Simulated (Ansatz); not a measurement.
# As₂H (quartet): the correlation ladder at distance As1–As2 = 2.797 Å, cc-pVDZ

Aim: climb from Hartree-Fock through coupled cluster and multireference methods for As₂H (quartet) at one geometry and basis, and see what each rung misses.

Computed with Ansatz 0.2.0, Gaussian basis. Level: cc-pVDZ, core rule «outside noble gas», up to 28 orbitals frozen.

The runs, in order: UHF; CCSD(T) on ROHF; CCSD(T) on UHF; BCCD(T) on ROHF; CISD; CCSDT(Q) on ROHF; CCSDT(Q) on UHF; CASSCF and MRCISD+Q, 5 electrons in 5 orbitals; CASSCF and NEVPT2, 5 electrons in 5 orbitals; CASSCF and MRCISD+Q, 11 electrons in 9 orbitals; CASSCF and NEVPT2, 11 electrons in 9 orbitals.

47 further runs of the same task are left out: 43 that didn't finish, 4 set aside as unsound or not needed.

### 1 The geometry

The geometry derives from a PBE0/def2-TZVP stationary point (not a proven minimum). One bond is set to the value named and the two fragments are kept rigid. No spin-orbit coupling is included. The filled d shell of As may be among the frozen orbitals whatever the setting's name suggests; the logs give the count.

3 atoms, charge 0, spin multiplicity 4.

Atoms are counted from 1 here; the program's logs count them from 0.

Bond lengths: As1–H3 1.530 Å.

### 2 UHF

Input file in.yaml:

```yaml
crystal:
  periodic: [false, false, false]
  atoms:
    - {symbol: As, position_ang: [0.000000, -0.527056, 0.904928]}
    - {symbol: As, position_ang: [0.000000, -0.473357, -1.891556]}
    - {symbol: H, position_ang: [0.000000, 1.000414, 0.986628]}
basis:
  gaussian: {orbitals: cc-pVDZ}
magnetization: {spin_polarized: true, initial_magnetization: 3}
hamiltonian: {xc: hf}
output: {orbitals: {seedname: orbitals}}
```

Command:

```console
> ansatz run in.yaml --threads 1 --pin off --events-out ev --progress --plain --max-ram 2393MiB
```

The runs that follow: CCSD(T) on ROHF; CCSD(T) on UHF; BCCD(T) on ROHF; CISD; CCSDT(Q) on ROHF; CCSDT(Q) on UHF; CASSCF and MRCISD+Q, 5 electrons in 5 orbitals; CASSCF and NEVPT2, 5 electrons in 5 orbitals; CASSCF and MRCISD+Q, 11 electrons in 9 orbitals; CASSCF and NEVPT2, 11 electrons in 9 orbitals.

Q: Predict the results of all the runs planned. Wanted: UCCSDT(Q) below the RHF energy; RMP2 from UCCSDT(Q); UMP2 from UCCSDT(Q); RCCSD from UCCSDT(Q); RCCSD(T) from UCCSDT(Q); UCCSD(T) from UCCSDT(Q); RCCSDT(Q) from UCCSDT(Q); NEVPT2 pair from UCCSDT(Q); MRCISD+Q pair from UCCSDT(Q).

**Answer**, as computed:

| quantity | value |
| --- | --- |
| UCCSDT(Q) below the RHF energy | -5.6633 eV |
| RMP2 from UCCSDT(Q) | +1238.1 meV |
| UMP2 from UCCSDT(Q) | +1327.2 meV |
| RCCSD from UCCSDT(Q) | +259.9 meV |
| RCCSD(T) from UCCSDT(Q) | +74.7 meV |
| UCCSD(T) from UCCSDT(Q) | +73.0 meV |
| RCCSDT(Q) from UCCSDT(Q) | +9.8 meV |
| NEVPT2 pair from UCCSDT(Q) | +928.9 meV |
| MRCISD+Q pair from UCCSDT(Q) | +2.8 meV |
| NEVPT2 valence from UCCSDT(Q) | +948.7 meV |
| levels within 1 kcal/mol (43 meV) | RCCSDT, UCCSDT, RCCSDT(Q), MRCISD+Q pair, MRCISD+Q valence |
| T1 diagnostic | 0.022 |
| effectively unpaired electrons | 3.13 |

In words: RCCSD(T) lands +74.7 meV from the yardstick (1.3 % of the correlation energy). One determinant dominates. Of the multireference levels listed MRCISD+Q pair comes nearest in total energy (+2.8 meV), which doesn't show that its space is the better one. These misses are within one basis, not against nature; the frozen cores of restricted and unrestricted runs differ, which can shift their rows.
